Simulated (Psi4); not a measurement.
# CHFNSi (SMILES N#C[SiH]F): U-revPBE-D3(BJ)+ATM/aug-cc-pVTZ-DK (density fitting)

What is the energy change on altering one bond length of CHFNSi at U-revPBE-D3(BJ)+ATM/aug-cc-pVTZ-DK (density fitting)? 

The results are computed with Psi4 1.11.

3 further runs of the same task are left out: 3 that didn't finish.

## Step 1: The system as given

The species is CHFNSi (5 atoms), meant as a doublet with charge 0. As SMILES, `N#C[SiH]F`. The coordinates come from a PBE0-D4/def2-TZVP relaxation.

Bond lengths: N1–C2 1.154 Å, C2–Si3 1.837 Å, Si3–F4 1.591 Å, Si3–H5 1.482 Å. Angles: N1–C2–Si3 173.9°, C2–Si3–F4 108.1°, C2–Si3–H5 109.3°, F4–Si3–H5 109.8°.

## Step 2: A single-point energy at U-revPBE-D3(BJ)+ATM/aug-cc-pVTZ-DK (density fitting)

The input, job.json:

```json
{
  "schema_name": "qcschema_input",
  "schema_version": 1,
  "molecule": {
    "schema_name": "qcschema_molecule",
    "schema_version": 2,
    "symbols": ["N", "C", "Si", "F", "H"],
    "geometry": [2.54621698, -2.19964121, 2.62917596, 1.34888651, -1.11493841, 1.16444924, -0.27608899, 0.56238249, -1.40501137, -3.00523146, -0.65592394, -1.73420166, -0.51948571, 3.2692262, -0.73245785],
    "molecular_charge": 0,
    "molecular_multiplicity": 2
  },
  "driver": "energy",
  "model": {
    "method": "revpbe-d3bjatm",
    "basis": "aug-cc-pVTZ-DK"
  },
  "keywords": {
    "reference": "uks"
  }
}
```

The run is started by

```sh
$ psi4 --qcschema job.json -n 1 --memory 1600MB
```

stdout:

```text
[...]
  Running in c1 symmetry.
[...]
  Nuclear repulsion =  130.764801299760478
[...]
  Multiplicity = 2
[...]
  Nalpha       = 19
  Nbeta        = 18
[...]
    Number of basis functions: 211
[...]
   @DF-UKS iter   1:  -482.26015551965855   -2.59850e-01   4.11737e-03 DIIS/ADIIS
[...]
   @DF-UKS iter  10:  -482.62797065074648   -2.06976e-07   8.89950e-07 DIIS
[...]
   @S^2 Observed:                7.525435491E-01
[...]
    Orbital Energies [Eh]
    ---------------------
    Alpha Occupied:
       1A    -65.410115     2A    -24.302424     3A    -14.025272
       4A     -9.938887     5A     -5.136967     6A     -3.549748
       7A     -3.548156     8A     -3.545285     9A     -1.128533
      10A     -0.848922    11A     -0.568205    12A     -0.470814
      13A     -0.431990    14A     -0.419471    15A     -0.378423
      16A     -0.341808    17A     -0.333134    18A     -0.326022
      19A     -0.229651
    Alpha Virtual:
      20A     -0.093129    21A     -0.058498    22A     -0.020820
      23A     -0.012966    24A     -0.002923    25A      0.010750
[...]
  @DF-UKS Final Energy:  -482.62797065074648
   => Energetics <=
    Nuclear Repulsion Energy =            130.7648012997604781
    One-Electron Energy =                -925.6637120030663937
    Two-Electron Energy =                 356.2533328316366124
    DFT Exchange-Correlation Energy =     -43.9739725488790683
    Empirical Dispersion Energy =          -0.0084202301980896
    VV10 Nonlocal Energy =                  0.0000000000000000
    Total Energy =                       -482.6279706507464766
[...]
 Multipole Moments:
 ------------------------------------------------------------------------------------
     Multipole            Electronic (a.u.)      Nuclear  (a.u.)        Total (a.u.)
 ------------------------------------------------------------------------------------
 L = 1.  Multiply by 2.5417464519 to convert [e a0] to [Debye]
 Dipole X            :         -1.5058971            1.2366637           -0.2692334
 Dipole Y            :         -1.1763841            1.9626300            0.7862459
 Dipole Z            :         -1.2648244            0.4841691           -0.7806553
 Magnitude           :                                                    1.1402157
[...]
```

The result, in JSON:

```text
{
 "driver": "energy",
 "model": {
  "method": "revpbe-d3bjatm",
  "basis": "aug-cc-pVTZ-DK"
 },
 "success": true,
 "return_result": -482.6279706507465,
 "properties": {
  "calcinfo_nbasis": 211,
  "calcinfo_nmo": 211,
  "calcinfo_nalpha": 19,
  "calcinfo_nbeta": 18,
  "calcinfo_natom": 5,
  "nuclear_repulsion_energy": 130.76480129976048,
  "return_energy": -482.6279706507465,
  "scf_one_electron_energy": -925.6637120030664,
  "scf_two_electron_energy": 356.2533328316366,
  "scf_xc_energy": -43.97397254887907,
  "scf_dispersion_correction_energy": -0.008420230198089641,
  "scf_dipole_moment": [-0.2692334144949644, 0.7862458564868045, -0.7806553139417736],
  "scf_total_energy": -482.6279706507465,
  "scf_iterations": 10
 }
}
```

Wall time 29 s (1 thread of Intel Xeon Platinum 8375C at 2.90GHz (Ice Lake), shared host); peak memory 1 GiB.

## Step 3: The distorted shape, same level

The input, calc.inp:

```
memory 1600 mb

molecule m {
  0 2
  N      1.202964    -1.228477     1.373878
  C      0.569364    -0.654477     0.598778
  Si    -0.290536     0.233123    -0.760922
  F     -1.590300    -0.347100    -0.917700
  H     -0.419336     1.665523    -0.405022
}

set globals {
  basis aug-cc-pVTZ-DK
  reference uks
}

energy('revpbe-d3bjatm')
print_variables()
```

The run is started by

```sh
$ psi4 -i calc.inp -o calc.out -n 1
```

calc.out:

```text
[...]
  Running in c1 symmetry.
[...]
  Nuclear repulsion =  136.245189158598805
[...]
  Multiplicity = 2
[...]
  Nalpha       = 19
  Nbeta        = 18
[...]
    Number of basis functions: 211
[...]
   @DF-UKS iter   1:  -482.20766159625725   -7.70087e-02   4.28249e-03 ADIIS/DIIS
[...]
   @DF-UKS iter  10:  -482.59779317346926   -2.40978e-07   9.57296e-07 DIIS
[...]
   @S^2 Observed:                7.524648699E-01
[...]
    Orbital Energies [Eh]
    ---------------------
    Alpha Occupied:
       1A    -65.390309     2A    -24.322332     3A    -14.018548
       4A     -9.931025     5A     -5.124339     6A     -3.536819
       7A     -3.535536     8A     -3.532003     9A     -1.185424
      10A     -0.842592    11A     -0.570071    12A     -0.494944
      13A     -0.470611    14A     -0.458638    15A     -0.377894
      16A     -0.335923    17A     -0.327584    18A     -0.319865
      19A     -0.218282
    Alpha Virtual:
      20A     -0.083192    21A     -0.052302    22A     -0.017395
      23A     -0.009637    24A      0.000235    25A      0.010314
[...]
  @DF-UKS Final Energy:  -482.59779317346926
   => Energetics <=
    Nuclear Repulsion Energy =            136.2451891585988051
    One-Electron Energy =                -936.3780180070373262
    Two-Electron Energy =                 361.6025381012309481
    DFT Exchange-Correlation Energy =     -44.0589926748992298
    Empirical Dispersion Energy =          -0.0085097513624686
    VV10 Nonlocal Energy =                  0.0000000000000000
    Total Energy =                       -482.5977931734692561
[...]
 Multipole Moments:
 ------------------------------------------------------------------------------------
     Multipole            Electronic (a.u.)      Nuclear  (a.u.)        Total (a.u.)
 ------------------------------------------------------------------------------------
 L = 1.  Multiply by 2.5417464519 to convert [e a0] to [Debye]
 Dipole X            :         -1.6444084            1.0999268           -0.5444816
 Dipole Y            :         -1.2151564            1.9015899            0.6864334
 Dipole Z            :         -1.3259271            0.4676758           -0.8582513
 Magnitude           :                                                    1.2264773
[...]
```

Wall time 30 s (1 thread of Intel Xeon Platinum 8375C at 2.90GHz (Ice Lake), shared host); peak memory 1 GiB.

## Step 4: Results

At U-revPBE-D3(BJ)+ATM/aug-cc-pVTZ-DK (density fitting):

| quantity | value |
| --- | --- |
| first shape: total energy | -482.62797 Eh |
| first shape: dipole moment | 2.90 D |
| first shape: HOMO energy (highest over α and β) | -6.25 eV |
| first shape: LUMO energy (lowest over α and β) | -4.38 eV |
| first shape: dispersion energy | -22.11 kJ/mol |
| first shape: ⟨S²⟩ | 0.753 |
| distorted shape: total energy | -482.59779 Eh |
| distorted shape: dipole moment | 3.12 D |
| distorted shape: HOMO energy (highest over α and β) | -5.94 eV |
| distorted shape: LUMO energy (lowest over α and β) | -4.06 eV |
| distorted shape: dispersion energy | -22.34 kJ/mol |
| distorted shape: ⟨S²⟩ | 0.752 |
| energy change with the Si3–F4 bond shortened from 1.591 to 1.432 Å | 0.821 eV |

What this shows: With the Si3–F4 bond shortened from 1.591 to 1.432 Å the energy rises by 0.82 eV (18.9 kcal/mol). The first shape isn't relaxed at this level, so the change isn't measured from a minimum. The basis (first shape) was made for a relativistic Hamiltonian, but the run is non-relativistic. The basis (distorted shape) was made for a relativistic Hamiltonian, but the run is non-relativistic.
